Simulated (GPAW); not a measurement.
The system is GaF.

```
Ga F
1.0
     3.16592    0.00000    0.00000
     0.00000    3.16592    0.00000
     0.00000    0.00000    3.16592
Ga F
1 1
Direct
  0.00000 0.00000 0.00000
  0.50000 0.50000 0.50000
```

The cell was built by a generator and needn't be a form met in nature.

Program: GPAW 26.7.0. Alike in all runs: no spin polarisation; cell as given; smearing fermi-dirac 0.05 eV.

Order these runs on this cell by their band gap on the k mesh, lowest first.
A. level r2SCAN; potentials or basis GPAW PAW data sets (gpaw-data 1.2.1), pw; k mesh 8 × 8 × 8; cutoff (eV) 800; maxiter 150; band path GXMGRX,MR; band points 80
B. level AM05; potentials or basis PAW data sets generated in the run's folder for this functional, pw; k mesh 8 × 8 × 8; cutoff (eV) 800; maxiter 150; band path GXMGRX,MR; band points 80
C. level vdW-DF2; potentials or basis GPAW PAW data sets (gpaw-data 1.2.1), pw; k mesh 8 × 8 × 8; cutoff (eV) 800; maxiter 150; band path GXMGRX,MR; band points 80
D. level GLLB-SC; potentials or basis the program's PAW data sets (release 1.2.1) made for this functional, pw; k mesh 7 × 7 × 7; cutoff (eV) 650; maxiter 120; convergence default

B (0.26 eV), A (0.58 eV), C (0.91 eV), D (1.63 eV).

Caveats: a model potential gives levels but no total energy (some runs); an odd mesh through Γ misses points on the zone boundary, where band edges often lie (some runs).

Not every run made on this cell is shown here.
